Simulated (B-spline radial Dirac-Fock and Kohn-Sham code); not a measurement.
**Elastic scattering of electrons by Xe**

Wanted: how strongly Xe scatters electrons elastically, and to which angles, at 8 energies.

Method: Dirac partial waves in the static field of the Dirac-Fock density with Furness-McCarthy exchange, no polarisation or absorption; computed with B-spline radial Dirac-Fock and Kohn-Sham code, version 3.

## (1) The system

Atomic xenon, configuration [Kr] 4d10 5s2 5p6.

| Item | Value |
| --- | --- |
| nuclear charge | 54 |
| electrons | 54 |
| mass number | 132 |
| nuclear rms radius | 4.7859 fm |

Outer shells as boxes (Hund's rule, for the drawing alone; heavy ions are jj-coupled, and the calculation averages over the configuration):

```
[Kr] core
4d [↑↓][↑↓][↑↓][↑↓][↑↓]
5s [↑↓]
5p [↑↓][↑↓][↑↓]
```

## (2) 78.00 eV

Settings, as recorded:

```ini
task = elastic
Z = 54
charge = 0
configuration = 1s2 2s2 2p6 3s2 3p6 3d10 4s2 4p6 4d10 5s2 5p6
mass_number = 132
rms_radius = 4.7859  # fm
projectile = electron
energy = 78.0  # eV
theta = [0, 10, 20, 30, 40, 50, 60, 70, 80, 90, 100, 110, 120, 130, 140, 150, 160, 170, 180]  # deg
```

## (3) 251.0 eV

The run's settings:

```ini
task = elastic
projectile = electron
energy = 251.0  # eV
theta = [5, 10, 15, 20, 25, 30, 35, 40, 45, 50, 55, 60, 65, 70, 75, 80, 85, 90, 95, 100, 105, 110, 115, 120, 125, 130, 135, 140, 145, 150, 155, 160, 165, 170, 175]  # deg
```

## (4) 809.0 eV

Settings, as recorded:

```ini
task = elastic
projectile = electron
energy = 809.0  # eV
theta = [0, 10, 20, 30, 40, 50, 60, 70, 80, 90, 100, 110, 120, 130, 140, 150, 160, 170, 180]  # deg
```

## (5) 1190 eV

Recorded inputs:

```ini
task = elastic
projectile = electron
energy = 1190.0  # eV
theta = [0, 10, 20, 30, 40, 50, 60, 70, 80, 90, 100, 110, 120, 130, 140, 150, 160, 170, 180]  # deg
```

## (6) 4880 eV

The run's settings:

```ini
task = elastic
projectile = electron
energy = 4880.0  # eV
theta = [5, 10, 15, 20, 25, 30, 35, 40, 45, 50, 55, 60, 65, 70, 75, 80, 85, 90, 95, 100, 105, 110, 115, 120, 125, 130, 135, 140, 145, 150, 155, 160, 165, 170, 175]  # deg
```

## (7) 16400 eV

The run's settings:

```ini
task = elastic
projectile = electron
energy = 16400.0  # eV
theta = [5, 10, 15, 20, 25, 30, 35, 40, 45, 50, 55, 60, 65, 70, 75, 80, 85, 90, 95, 100, 105, 110, 115, 120, 125, 130, 135, 140, 145, 150, 155, 160, 165, 170, 175]  # deg
```

## (8) 25900 eV

Recorded inputs:

```ini
task = elastic
projectile = electron
energy = 25900.0  # eV
theta = [5, 10, 15, 20, 25, 30, 35, 40, 45, 50, 55, 60, 65, 70, 75, 80, 85, 90, 95, 100, 105, 110, 115, 120, 125, 130, 135, 140, 145, 150, 155, 160, 165, 170, 175]  # deg
```

## (9) 48200 eV

Settings, as recorded:

```ini
task = elastic
projectile = electron
energy = 48200.0  # eV
theta = [5, 10, 15, 20, 25, 30, 35, 40, 45, 50, 55, 60, 65, 70, 75, 80, 85, 90, 95, 100, 105, 110, 115, 120, 125, 130, 135, 140, 145, 150, 155, 160, 165, 170, 175]  # deg
```

(Steps that only read results are left out.)

**Question.** What will these runs give? Wanted: largest Sherman function.

**Answer**, as computed:

```
                quantity                    value
 σ at 78.00 and 48200 eV      12.8 and 1.02 bohr²
    backward share there         43.3 and 0.109 %
largest Sherman function  0.592 at 130°, 809.0 eV
```

In words: It takes about 1.3 elastic collisions to lose the direction at 78.00 eV and 120 at 48200 eV (σ over the first transport cross section). Deep diffraction minima show in the angular distribution up to 809.0 eV. Spin-orbit coupling polarises the scattered beam strongly near 130° at 809.0 eV. Under about 200 eV a static field without polarisation is a poor model.
